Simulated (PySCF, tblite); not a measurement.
# C5H8F3P: geometry, infrared bands and NMR shifts

Aim: predict the infrared bands and NMR shifts of C5H8F3P (`CC(C)/C=P\C(F)(F)F`).

Programs: tblite 0.8.0 and PySCF 2.14.0, with density-fitted response routines of our own. Each step states its level of theory. These are calculated values for one molecule in the gas phase, unless marked as measured. Atoms count from 0, in the outputs and in this text.

### 1 The molecule as given

17 atoms, charge 0, multiplicity 1; geometry from: force field or distance geometry start.

Bonds of the start (Å): C0–C1 1.49, C1–C2 1.53, C1–C3 1.47, C3–P4 1.67, P4–C5 1.85, C5–F6 1.41, C5–F7 1.37, C5–F8 1.38, C0–H9 1.14, C0–H10 1.10, C0–H11 1.10, C1–H12 1.09, C2–H13 1.10, C2–H14 1.09, C2–H15 1.11, C3–H16 1.11.

### 2 Optimising the geometry with GFN2-xTB

Job settings and geometry (Å):

```
{"job": {"kind": "relax", "xc": "GFN2-xTB", "basis": "xTB"}, "charge": 0, "multiplicity": 1}
C     -0.586000     1.052000     0.357000
C     -0.680400    -0.230900    -0.398500
C     -2.085400    -0.755700    -0.096900
C      0.214600    -1.305700     0.043800
P      1.859000    -1.161600     0.269300
C      2.583200     0.501500    -0.097900
F      3.973600     0.285700    -0.159700
F      2.280400     1.007900    -1.332100
F      2.435500     1.396100     0.937500
H     -1.649600     1.472300     0.376800
H     -0.004800     1.840200    -0.150500
H     -0.285300     0.914000     1.401100
H     -0.601000    -0.151500    -1.480500
H     -2.163800    -0.825700     1.001300
H     -2.263400    -1.724200    -0.570900
H     -2.840500     0.010900    -0.385500
H     -0.193100    -2.313300     0.275700
```

Launch:

```
$ OMP_NUM_THREADS=1 python probes_run.py task.json out
```

One launch serves the whole session: the jobs run in the order shown.

**Question.** This job is followed by: GFN2-xTB harmonic vibrations, gas phase; GIAO PBE0/pcSseg-1 NMR shielding, non-relativistic, gas phase. What will the session give for the following? strongest single infrared mode (GFN2-xTB); zero-point energy (GFN2-xTB); 13C shifts against TMS (PBE0/pcSseg-1, means over atoms taken as alike); 1H shifts against TMS (PBE0/pcSseg-1, means over atoms taken as alike); 31P shifts against H3PO4 (PBE0/pcSseg-1); 19F shifts against CFCl3 (PBE0/pcSseg-1, means over atoms taken as alike).

**Answer**, as computed:

| quantity | value |
| --- | --- |
| strongest single infrared mode (GFN2-xTB) | 1034 cm⁻¹, 271 km/mol |
| zero-point energy (GFN2-xTB) | 77.2 kcal/mol |
| 13C shifts against TMS (PBE0/pcSseg-1, means over atoms taken as alike) | 222.4, 140.2, 41.7, 26.2 ppm |
| 1H shifts against TMS (PBE0/pcSseg-1, means over atoms taken as alike) | 9.02, 3.69, 1.17 ppm |
| 31P shifts against H3PO4 (PBE0/pcSseg-1) | 245.9 ppm |
| 19F shifts against CFCl3 (PBE0/pcSseg-1, means over atoms taken as alike) | -64.0 ppm |

What this shows: The optimisation took 130 steps and gained 0.914 eV; among the close pairs (by a distance rule), C5–F6 changed most, from 1.408 to 1.341 Å. All 45 modes are real, so the xTB geometry is a minimum. The strongest single mode, at 1034 cm⁻¹, moves mainly C5. Unscaled tight-binding wavenumbers are off by several per cent, some by more. Its intensities can rank the bands wrongly. At PBE0/pcSseg-1: Shielding is most anisotropic at P4 (span 546 ppm, paramagnetic term -893 ppm).
